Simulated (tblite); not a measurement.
# C2H8Cl2GeSi: the cost of one run

Computed with tblite 0.8.0 and PySCF 2.14.0, with density-fitted response routines of our own, on a single molecule in the gas phase. Atoms are numbered from 0 throughout.

## Step 1: The starting structure

14 atoms, charge 0, multiplicity 1; geometry from: force field or distance geometry start.

Bonds of the start (Å): Cl0–C1 1.79, C1–Si2 1.86, Si2–C3 1.86, C3–Ge4 1.96, Ge4–Cl5 2.18, C1–H6 1.11, C1–H7 1.12, Si2–H8 1.47, Si2–H9 1.48, C3–H10 1.11, C3–H11 1.10, Ge4–H12 1.54, Ge4–H13 1.55.

## Step 2: Optimising the geometry with GFN2-xTB

Job settings and geometry (Å):

```
{"job": {"kind": "relax", "xc": "GFN2-xTB", "basis": "xTB"}, "charge": 0, "multiplicity": 1}
Cl    -1.612900    -2.117200     0.191200
C     -1.944100    -0.424100     0.671400
Si    -0.836700     0.733100    -0.272300
C      0.577600    -0.151700    -1.102600
Ge     2.016700    -0.162300     0.231800
Cl     2.188100     1.907200     0.885200
H     -2.996100    -0.193700     0.412300
H     -1.734200    -0.338000     1.765600
H     -1.561300     1.504800    -1.288400
H     -0.261600     1.667700     0.715900
H      0.342700    -1.206700    -1.339300
H      0.939600     0.422100    -1.974100
H      1.543800    -0.951600     1.464400
H      3.337800    -0.690000    -0.383300
```

Command:

```sh
OMP_NUM_THREADS=1 python probes_run.py task.json out
```

One launch serves the whole session: the jobs run in the order shown.

Q: Estimate the wall time and peak memory of this first job on 1 thread of Arm Neoverse V2, shared host.

About 1 s, with a peak of 0.18 GiB.
